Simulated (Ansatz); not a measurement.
# ICl (iodine monochloride) at wB97M-V/def2-TZVP (core potential)

What is the vertical singlet–triplet gap of ICl (iodine monochloride) at wB97M-V/def2-TZVP (core potential)? 

The results are computed with Ansatz 0.2.0.

34 further runs of the same task are left out: 34 set aside as unsound or not needed.

**1. The system as given**

The species is ICl (2 atoms), meant as a singlet with charge 0. As SMILES, `ClI`. The shape is that of a PBE0-D4/def2-TZVP optimisation.

Bond lengths: Cl1–I2 2.312 Å.

**2. A single-point energy at wB97M-V/def2-TZVP (core potential)**

input.yaml reads:

```yaml
crystal:
  periodic: [false, false, false]
  atoms:
    - symbol: Cl
      position_ang: [-0.000000, 0.000000, -0.002580]
    - symbol: I
      position_ang: [0.000000, -0.000000, 2.309100]
basis:
  gaussian: {orbitals: def2-TZVP}
hamiltonian: {xc: {name: wB97M-V}}
accuracy: high
output: {orbitals: {seedname: orbitals}}
```

The run is started by

```bash
$ ansatz run input.yaml --threads 1 --pin off --max-ram 3480MiB --events-out events.jsonl --progress --plain --runs-dir runs
```

The log of the run:

```text
Warning: RAYON_NUM_THREADS=1 ignored (pool sized by the plan → 1); use --threads N
Functional definition: wB97M-V
  name "wB97M-V"
  parameter omega = 0.3/bohr
  parameter cx = 0.15
  parameter cx01 = 1.007
  parameter cx10 = 0.259
  parameter css00 = 0.443
  parameter css04 = -1.437
  parameter css10 = -4.535
  parameter css20 = -3.390
  parameter css43 = 4.278
  parameter cos00 = 1.000
  parameter cos10 = 1.358
  parameter cos20 = 2.924
  parameter cos21 = -8.812
  parameter cos60 = -1.390
  parameter cos61 = 9.142
  parameter b = 6.0
  parameter c = 0.01
  gx(w, u) = 1 - cx + cx01*u + cx10*w
  gss(w, u) = css00 + css04*u^4 + css10*w + css20*w^2 + css43*w^4*u^3
  gos(w, u) = cos00 + cos10*w + (cos20 + cos21*u)*w^2 + (cos60 + cos61*u)*w^6
  exchange = spin_sum(e_x_unif_sr(omega)*gx(b97_w, b97_u_x)) + cx*exact_x_sr(omega) + exact_x_lr(omega)
  correlation = spin_sum(e_c_pw_mod_same_spin*gss(b97_w, b97_u_same))
      + integral(e_c_pw_mod_opposite_spin*gos(b97_w_opposite, b97_u_opposite)) + vv10(b, c)
1343 factors; integrals over basis functions are off by at most 3.2e-9 eV
266 factors; integrals over basis functions are off by at most 1.8e-9 eV
mean field evaluation 1: about -20622.4925 eV, gradient 1.2e1 eV
mean field evaluation 2: about -20622.6996 eV, gradient 8.8e0 eV
mean field evaluation 4: about -20622.8247 eV, gradient 3.1e-1 eV
mean field evaluation 8: about -20622.8688 eV, gradient 1.5e-2 eV
mean field evaluation 16: about -20622.8688 eV, gradient 3.7e-6 eV
mean field -20622.86881747 eV, -757.8764503596 hartree, gradient 2.9e-8 eV, S^2 0.000000; 0 other end points of the search recorded, 0 dependent functions left out
reference -20622.86882030 eV, -757.8764504634 hartree; 21, 21 occupied and 66, 66 virtual orbitals, 1343 factors
Total energy: -20622.86882030 eV, -757.8764504634 hartree
```

Run time: 29 s. Hardware: 1 thread of Arm Neoverse V2, shared host; peak memory 0.38 GiB.

**3. The triplet**

run.yaml reads:

```yaml
crystal:
  periodic: [false, false, false]
  atoms:
    - symbol: Cl
      position_ang: [-0.000000, 0.000000, -0.002580]
    - symbol: I
      position_ang: [0.000000, -0.000000, 2.309100]
basis:
  gaussian:
    orbitals: def2-TZVP
magnetization:
  spin_polarized: true
  initial_magnetization: 2
hamiltonian:
  xc: {name: wB97M-V}
accuracy: high
output: {orbitals: {seedname: orbitals}}
```

The run is started by

```bash
$ ansatz run run.yaml --threads 1 --pin off --max-ram 3480MiB --events-out events.jsonl --progress --plain --runs-dir runs
```

The log of the run (excerpt; [...] marks lines left out):

```text
Warning: RAYON_NUM_THREADS=1 ignored (pool sized by the plan → 1); use --threads N
[... 2 set-up lines as earlier in the session ...]
[...]
  gx(w, u) = 1 - cx + cx01*u + cx10*w
  gss(w, u) = css00 + css04*u^4 + css10*w + css20*w^2 + css43*w^4*u^3
  gos(w, u) = cos00 + cos10*w + (cos20 + cos21*u)*w^2 + (cos60 + cos61*u)*w^6
[...]
      + integral(e_c_pw_mod_opposite_spin*gos(b97_w_opposite, b97_u_opposite)) + vv10(b, c)
1343 factors; integrals over basis functions are off by at most 3.2e-9 eV
266 factors; integrals over basis functions are off by at most 1.8e-9 eV
[...]
mean field -20620.54576411 eV, -757.7910797233 hartree, gradient 6.9e-8 eV, S^2 2.006035; 0 other end points of the search recorded, 0 dependent functions left out
reference -20620.54576675 eV, -757.7910798202 hartree; 22, 20 occupied and 65, 67 virtual orbitals, 1343 factors
Total energy: -20620.54576675 eV, -757.7910798202 hartree
```

Run time: 52 s. Hardware: 1 thread of Arm Neoverse V2, shared host; peak memory 0.66 GiB.

**4. Results**

At wB97M-V/def2-TZVP (core potential):

```
                                        quantity          value
                           singlet: total energy  -757.87645 Eh
                            singlet: HOMO energy       -9.95 eV
                            singlet: LUMO energy       -1.30 eV
                          singlet: HOMO–LUMO gap        8.65 eV
                           triplet: total energy  -757.79108 Eh
     triplet: HOMO energy (highest over α and β)       -7.60 eV
      triplet: LUMO energy (lowest over α and β)       -3.57 eV
                                   triplet: ⟨S²⟩          2.006
vertical energy of the triplet above the singlet       2.323 eV
```

In words: At this shape the triplet lies 2.32 eV (54 kcal/mol) above the singlet.
